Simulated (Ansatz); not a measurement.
LiPb, space group R-3m: an equation of state with a fit, run with the Ansatz DFT code, driven from Python.

`lipb.py`
```python
"""Energy against volume for LiPb, with a fit."""

import warnings

import ansatz as az
from ase.eos import EquationOfState
from ase.units import GPa
import numpy as np

VECTORS = np.array([
    [2.4935, 1.439623, 2.062667],
    [-2.4935, 1.439623, 2.062667],
    [0.0, -2.879246, 2.062667],
])
SITES = [
    ("Li", (0.5, 0.5, 0.5)),
    ("Pb", (0.0, 0.0, 0.0)),
]


def on_lattice(cell):
    crystal = az.Crystal(lattice=az.Lattice.of(cell))
    for symbol, position in SITES:
        crystal = crystal.atom(symbol, position)
    return crystal

warnings.simplefilter("ignore", az.DeckWarning)

# scale the volume, keep shape and fractions
volumes, energies, pressures = [], [], []
for scale in np.linspace(0.92, 1.08, 7):
    cell = VECTORS * scale ** (1 / 3)
    job = (
        on_lattice(cell).calculation()
        .functional(az.Functional.LDA)
        .occupations("fermi_dirac", width=100 * az.meV)
        .scf(max_iterations=80)
        .basis(500)
        .kpoints(7, 7, 7)
        .stress()
    )
    rep = job.run(threads=1, backend="cpu").report
    volumes.append(abs(np.linalg.det(cell)) / len(SITES))
    energies.append(rep["free_energy_ev"] / len(SITES))
    pressures.append(np.trace(rep["stress_gpa"]) / 3)
    print(f"V = {volumes[-1]:8.4f} A^3/atom  F = {energies[-1]:.5f} eV/atom  P = {pressures[-1]:8.3f} GPa")

eos = EquationOfState(volumes, energies, eos="birchmurnaghan")
v0, e0, bulk = eos.fit()
print(f"V0 = {v0:.4f} A^3/atom, E0 = {e0:.5f} eV/atom, B = {bulk / GPa:.1f} GPa")
```

Its results, one of them left out:

| V (Å³/atom) | F less the lowest row shown (meV/atom) |
| --- | --- |
| 20.436 | 0.26 |
| 21.028 | 0.00 |
| 21.621 | 3.77 |
| 22.213 | 10.98 |
| 22.805 | 21.15 |
| 23.398 | ? |
| 23.990 | 48.73 |

What is the missing energy at 23.398 Å³ an atom?

A third-order Birch-Murnaghan fit, E = E0 + (9 V0 B0 / 16) [(t - 1)³ B' + (t - 1)² (6 - 4t)] with t = (V0/V)^(2/3), through the 6 rows shown gives V0 = 20.764 Å³, B0 = 40.8 GPa, B' = 4.44 and E0 = -0.42 meV. At V = 23.398 Å³, t = 0.92349, and the fit interpolates to 33.86 meV. The run gave 33.86 meV, a miss of 0.00 meV.

These settings explore the input space; cutoff and mesh may be short of convergence. Shape and fractional positions are held along the curve, so the bulk modulus is an upper value where they are free to relax. For a metal this k-point mesh is coarse: on a finer one energies can move by several to tens of meV an atom and pressures by half a GPa or more, differences at one mesh by less. Pressure is positive in compression. Spin-orbit coupling, which matters for elements this heavy, is left out. The structure is a deposited one; some such entries were measured under pressure or heat, so a shift against it needn't be the functional's error alone. Cost: of the order of 8 core-seconds.
